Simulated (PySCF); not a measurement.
# Al3F3O3 ((FAlO)3 ring): the cost of one run

Programs: PySCF 2.14.0, with density-fitted response routines of our own. Each step states its level of theory. These are calculated values for one molecule in the gas phase, unless marked as measured. Atoms count from 0, in the outputs and in this text.

## 1. The molecule as given

9 atoms, charge 0, multiplicity 1; geometry from: GFN2-xTB. The atoms were then displaced at random by about 0.03 Å, so the start is not that level's minimum.

Bonds of the start (Å): Al0–F1 1.57, Al0–O2 1.82, Al0–O8 1.64, O2–Al3 1.62, Al3–F4 1.74, Al3–O5 1.61, O5–Al6 1.73, Al6–F7 1.66, Al6–O8 1.72.

## 2. Optimising the geometry at PBE0-D3(BJ)/def2-SVP

Job settings and geometry (Å):

```
{"job": {"xc": "PBE0", "basis": "def2-SVP", "d3": "d3bj", "grid": 1, "maxiter": 40, "shake": 0.03, "kind": "geom"}, "charge": 0, "multiplicity": 1}
Al     0.602920    -0.642720     1.567270
F      1.030110    -1.107310     3.006250
O     -1.144640    -0.418260     1.111110
Al    -1.604270     0.131540    -0.346670
F     -3.307040     0.207020    -0.687670
O     -0.517080     0.551480    -1.455600
Al     1.190740     0.438950    -1.216910
F      2.297470     0.871730    -2.374670
O      1.584530    -0.101870     0.371230
```

Started as:

```
OMP_NUM_THREADS=1 python probes_run.py task.json out
```

One launch serves the whole session: the jobs run in the order shown.

Q: Estimate the wall time and peak memory of this first job on 1 thread of Arm Neoverse V2, shared host.

About 51 s, with a peak of 0.52 GiB.
